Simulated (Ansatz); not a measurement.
# Sn (bcc type): the cost of one run

Method: DFT, PBEsol, all-electron LAPW, scalar-relativistic, in Ansatz 0.2.0.

### Step 1. Starting point

The structure is cubic, space group Im-3m (No. 229). The conventional cell has a = 3.155 Å, b = 3.155 Å, c = 3.155 Å, α = 90.00°, β = 90.00°, γ = 90.00°. Sn (site symmetry m-3m) is surrounded by 8 Sn at 2.73 Å.

As a file:

```
Sn
1.0
    -1.57727    1.57727    1.57727
     1.57727   -1.57727    1.57727
     1.57727    1.57727   -1.57727
Sn
1
Cartesian
  0.0000 0.0000 0.0000
```

### Step 2. Bcc relaxed under pressure, LAPW

Input file input.yaml:

```yaml
crystal:
  lattice:
    - [-1.5772655597, 1.5772655597, 1.5772655597]
    - [1.5772655597, -1.5772655597, 1.5772655597]
    - [1.5772655597, 1.5772655597, -1.5772655597]
  atoms:
    - { symbol: Sn, position: [0.0, 0.0, 0.0] }
kpoints:
  mp_grid: { grid: [17, 17, 17] }
scf:
  occupations: { method: fermi_dirac, width: 0.1 }
hamiltonian:
  xc: pbesol
  pseudopotentials: { kind: all_electron, lapw: { basis_error: 0.0005 } }
output:
  forces: true
  stress: true
  eigenvalues: true
relax:
  f_tol: 0.005
  max_steps: 12
  cell: { p_target: 98.0, stress_tol: 0.049 }
```

Command:

```
$ ansatz run input.yaml --threads 1 --pin off --max-ram 3584MiB --backend cpu --events-out ev --progress --plain --runs-dir out
```

**Question.** How long does this run take on 1 thread of Arm Neoverse V2, shared host, and how much memory does it need?

About 31 s, with a peak of 0.37 GiB.
